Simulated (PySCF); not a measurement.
# C3H7BO: the cost of one run

Computed with PySCF 2.14.0, with density-fitted response routines of our own, on a single molecule in the gas phase. Atoms count from 0, in the outputs and in this text.

## (1) Starting geometry

12 atoms, charge 0, multiplicity 1; geometry from: PBE0-D3(BJ)/def2-SVP.

Bonds of the start (Å): B0–C1 1.55, C1–C2 1.36, C1–O3 1.36, O3–C4 1.40, B0–H5 1.21, B0–H6 1.21, C2–H7 1.09, C2–H8 1.10, C4–H9 1.10, C4–H10 1.10, C4–H11 1.10.

## (2) Nuclear shieldings: PBE0/pcSseg-2

The job: settings as JSON, then the geometry in Å.

```
{"job": {"kind": "nmr", "xc": "PBE0", "basis": "pcSseg-2", "pop": false}, "charge": 0, "multiplicity": 1}
B      0.552873     1.034368     0.971869
C      0.573914    -0.224268     0.071378
C      1.762958    -0.853413    -0.099369
O     -0.499718    -0.765113    -0.555756
C     -1.743206    -0.134664    -0.427809
H     -0.448745     1.659355     1.222154
H      1.603137     1.393982     1.444346
H      2.658978    -0.462009     0.380750
H      1.844304    -1.756644    -0.713917
H     -2.451968    -0.711264    -1.037717
H     -2.100567    -0.124614     0.617029
H     -1.723072     0.905917    -0.796206
```

Level: GIAO PBE0/pcSseg-2 NMR shielding, non-relativistic, gas phase.

The run is started by

```console
$ OMP_NUM_THREADS=1 python probes_run.py task.json out
```

One launch serves the whole session: the jobs run in the order shown.

Q: Estimate the wall time and peak memory of this first job on 1 thread of Arm Neoverse V2, shared host.

About 28 s, with a peak of 1 GiB.
